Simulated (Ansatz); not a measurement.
# Pt: the cost of one run

Method: DFT PBEsol, scalar-relativistic, plane waves, PAW, in Ansatz 0.2.0.

## 1. Starting point

Symmetry: P6_3/mmc, No. 194, hexagonal system. The conventional cell has a = 2.761 Å, b = 2.761 Å, c = 4.792 Å, α = 90.00°, β = 90.00°, γ = 120.00°. Pt (site symmetry -6m2) is surrounded by 12 Pt at 2.76 to 2.88 Å.

As a file:

```xyz
2
Lattice="2.7607 0.0000 0.0000 -1.3803 2.3908 0.0000 0.0000 0.0000 4.7921" Properties=species:S:1:pos:R:3 pbc="T T T"
Pt    1.3803    0.7969    3.5941
Pt    0.0000    1.5939    1.1980
```

It goes back to an entry of the Materials Project, which need not be the stable form.

The cell is taken as given, not relaxed at this level.

## 2. The reference cell

Reference values: F = -24767.4857 eV; pressure -10.81 GPa; largest force 0.000 eV/Å; gap on the mesh none (metal). It was computed beforehand with the settings of the runs below.

## 3. Setting up biaxial against axial strain

The cell is strained by p along both x and y and by q along z, with fractional coordinates fixed.

## 4. p = -0.050, q = -0.050

input.yaml

```yaml
crystal:
  lattice:
    - [2.622632335, 0.0, 0.0]
    - [-1.3113161675, 2.2712662269, 0.0]
    - [0.0, 0.0, 4.5525273]
  atoms:
    - { symbol: Pt, position: [0.6666666667, 0.3333333333, 0.75] }
    - { symbol: Pt, position: [0.3333333333, 0.6666666667, 0.25] }
basis:
  ecutwfc: 420
kpoints:
  mp_grid: { grid: [18, 18, 10] }
hamiltonian:
  xc: pbesol
scf:
  occupations: { method: gaussian, width: 0.15 }
output:
  forces: true
  stress: true
  eigenvalues: true
```

Launch:

```bash
$ ansatz run input.yaml --threads 1 --pin off --max-ram 2560MiB --backend cpu --events-out ev --progress --plain --runs-dir out
```

**Question.** How long does this run take on 1 thread of Arm Neoverse V2, shared host, and how much memory does it need?

About 4.6 s, with a peak of 0.36 GiB.
